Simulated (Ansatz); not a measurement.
**Beryllium, fcc under BLYP: from relaxation to bulk modulus**

Aim: take beryllium in the fcc structure, relax it, solve it on a dense k-mesh, then scale the cell to 7 volumes from 88 to 112 % of the relaxed one and try a fit of the equation of state. Spin polarisation is left out. The k-meshes are 17×17×17 for the relaxation; 28×28×28 for the dense run; 19×19×19 for the volumes.

This is Be in the fcc structure; at room conditions it is hcp.

Method: DFT BLYP, plane waves (420 eV) with PAW, scalar-relativistic; the PAW data stem from PBE, with regenerated cores, in Ansatz 0.2.0.

## Step 1: The structure to begin with

The structure is cubic, space group Fm-3m (No. 225). The conventional cell has a = 3.190 Å, b = 3.190 Å, c = 3.190 Å, α = 90.00°, β = 90.00°, γ = 90.00°. Around Be (site symmetry m-3m) lie 12 Be at 2.26 Å.

As a file:

```xyz
1
Lattice="0.0000 1.5948 1.5948 1.5948 0.0000 1.5948 1.5948 1.5948 0.0000" Properties=species:S:1:pos:R:3 pbc="T T T"
Be    0.0000    0.0000    0.0000
```

## Step 2: Relaxation of the cell

Input file input.yaml:

```yaml
crystal:
  lattice:
    - [0.0, 1.5948182637, 1.5948182637]
    - [1.5948182637, 0.0, 1.5948182637]
    - [1.5948182637, 1.5948182637, 0.0]
  atoms:
    - { symbol: Be, position: [0.0, 0.0, 0.0] }
hamiltonian:
  xc: blyp
  pseudopotentials:
    kind: paw
    azcp:
      Be: "pseudopotentials/Be.paw.azcp"
basis:
  ecutwfc: 420
  fft_grid_basis: typed
kpoints:
  mp_grid: { grid: [17, 17, 17], shift: [0, 0, 0] }
magnetization:
  spin_polarized: false
scf:
  occupations: { method: fermi_dirac, width: 0.1 }
relax:
  max_steps: 60
  f_tol: 0.01
  cell: {}
output:
  write_density: true
  write_potential: true
  elf: true
  volumetric_format: npy
```

Further steps of the session: Single point on a dense mesh; At 88 % of the relaxed volume; At 92 % of the relaxed volume; At 96 % of the relaxed volume; At 100 % of the relaxed volume; At 104 % of the relaxed volume; At 108 % of the relaxed volume; At 112 % of the relaxed volume.

Before running it: what results should come out? Wanted: space group; conventional cell; volume; shortest distance; gap on the mesh; relative to hcp; V₀, B₀, B₀′.

As calculated:

| quantity | value |
| --- | --- |
| space group (spins left aside) | Fm-3m (No. 225) |
| conventional cell | a = 3.160 Å |
| volume | 7.890 Å³/atom |
| shortest distance | 2.235 Å |
| gap on the mesh | none (levels filled in part) |
| relative to hcp | +89 meV/atom |
| V₀, B₀, B₀′ | 7.889 Å³/atom, 119 GPa, 3.3 |

**Reading.** The relaxation shrank the cell by 2.7 % in volume. Against the reference form of beryllium (hcp, computed apart with the same settings) it stands 89 meV/atom higher. Levels at the Fermi energy are filled in part, as in a metal. The fitted modulus is 119 GPa. The symmetry was held, so the structure may be unstable against distortions that break it.
